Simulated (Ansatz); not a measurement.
Crystal: Ge2Sb2Te5.

```
Te Sb Ge
1.0
     4.29406    0.00000    0.00000
    -2.14703    3.71877    0.00000
     0.00000    0.00000   17.10135
Te Sb Ge
5 2 2
Direct
  0.66667 0.33333 0.41989
  0.33333 0.66667 0.58011
  0.33333 0.66667 0.20154
  0.66667 0.33333 0.79846
  0.00000 0.00000 0.00000
  0.00000 0.00000 0.32007
  0.00000 0.00000 0.67993
  0.66667 0.33333 0.10290
  0.33333 0.66667 0.89711
```

The cell comes from a database or a generator and needn't be the stable form of this composition.

```yaml
Program: Ansatz 0.2.0
Task: relaxation of cell and atoms
Functional: PBEsol
Potentials_or_basis: Ansatz PAW earlier set
Cutoff: "820 eV (not typed: the program's choice for these potentials)"
k_mesh: 7 × 7 × 2
Occupations: fermi-dirac, width 0.05 eV
Spin: no spin polarisation
```

At the start: volume 30.34 Å³/atom.

Q: How do energy, volume and symmetry change on relaxing?

A: It ends after 5 steps and the volume is 29.00 Å³/atom (-4.4 %); space group P-3m1 (No. 164, to 0.05 Å).

The path:
| step | energy change (eV) | largest force (eV/Å) | volume (Å³) |
| --- | --- | --- | --- |
| 1 | 0.0000 | 0.1293 | 273.09 |
| 2 | -0.0456 | 0.1326 | 253.31 |
| 3 | -0.1000 | 0.0129 | 261.53 |
| 4 | -0.1004 | 0.0020 | 261.04 |
| 5 | -0.1003 | 0.0020 | 261.04 |

Final structure:
```
CELL_PARAMETERS angstrom
4.22569 0.00000 0.00000
-2.11284 3.65955 0.00000
0.00000 0.00000 16.88033
ATOMIC_POSITIONS crystal
Te 0.66667 0.33333 0.41858
Te 0.33333 0.66667 0.58142
Te 0.33333 0.66667 0.19819
Te 0.66667 0.33333 0.80181
Te 0.00000 0.00000 0.00000
Sb 0.00000 0.00000 0.31681
Sb 0.00000 0.00000 0.68319
Ge 0.66667 0.33333 0.10026
Ge 0.33333 0.66667 0.89974
```

Caveat: the plane-wave basis is chosen anew once the cell has moved, so the energies of steps on either side of that aren't comparable; the PAW data sets come from PBE, with cores solved anew for the run's functional, which leaves a small shift of forces and pressure.
